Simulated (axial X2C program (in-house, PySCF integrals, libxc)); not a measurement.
# TmNC⁺: Ω levels from open-shell CI on f13 s0

Aim: the spin–orbit levels of TmNC⁺ that arise from the configuration f13 s0 of Tm, and how they move with the bond.

Computed with an in-house X2C program for linear molecules on PySCF integrals. Level: two-component X2C, average-of-configuration Hartree–Fock and CI in the open shells.

All values are calculated.

### Step 1. Set-up

task.json reads:

```json
{"zs": [69, 7, 6], "q": 1, "bas": ["dyall-v3z", "dyall-v3z", "dyall-v3z"], "r0": 2.2, "metal": 0, "shells": [[3, [0, 1, 2, 3], 13], [0, [0], 0]], "fix": 0, "emax": 2.2, "nroots": 4, "r2": 1.17}
```

Keys: zs atomic numbers; q charge; bas basis sets; r0 starting distance in Å; metal index of the metal atom; shells open shells as [l, |m| values, electrons]; fix electron count of the first shell held; emax energy window in eV; nroots roots for each Ω; r2 second bond in Å, held.

Command:

```
python soci.py task.json out
```

Two-component X2C with atomic mean-field Coulomb and Gaunt terms, basis Tm dyall-v3z, N dyall-v3z, C dyall-v3z (cores contracted in-house). Orbitals come from Hartree–Fock averaged over the configuration Tm f13 s0; CI then distributes these electrons over the f, s shells of Tm.

### Step 2. CI at Tm–N–C held linear, bonds 2.185 and 1.170 Å (the second held)

What does the calculation give? Wanted: lowest level of the model; next level; lowest curve, Re and ωe.

The runs gave:

| quantity | value |
| --- | --- |
| lowest level of the model | Ω = 1/2, g∥ = 1.17, 100% f13 |
| next level | Ω = 3/2, 215 cm⁻¹ higher |
| lowest curve, Re and ωe | 2.182 Å, 428.8 cm⁻¹ |

In words: In the lowest level ⟨Sz⟩ = 0.08 and ⟨Lz⟩ = 0.42; its leading determinant has weight 1.00 among 67. The 4 lowest levels are the Ω components of the Hund's-rule level 2F7/2 of f13 (free-ion gJ = 1.143), split by the axial field over 1040 cm⁻¹. From 2.185 to 2.578 Å the gap from the lowest to the fifth level goes from 8637 to 8628 cm⁻¹. Without dynamic correlation distances can be off by several hundredths of an Å, and the wavenumbers are rough. Dynamic correlation is missing, so gaps between terms are too wide and other configurations may lie lower; the lowest level listed is that of this model, not necessarily the ground state. At most 4 roots were kept for each Ω > 0 (twice that for Ω = 0) within 2.2 eV of the lowest, so higher up levels can be missing between those listed; levels with Ω > 0 are doubly degenerate and listed once, Ω = 0 levels singly. States that fill the shells left empty in the average are placed too high. The molecule was held linear; bending was not examined.
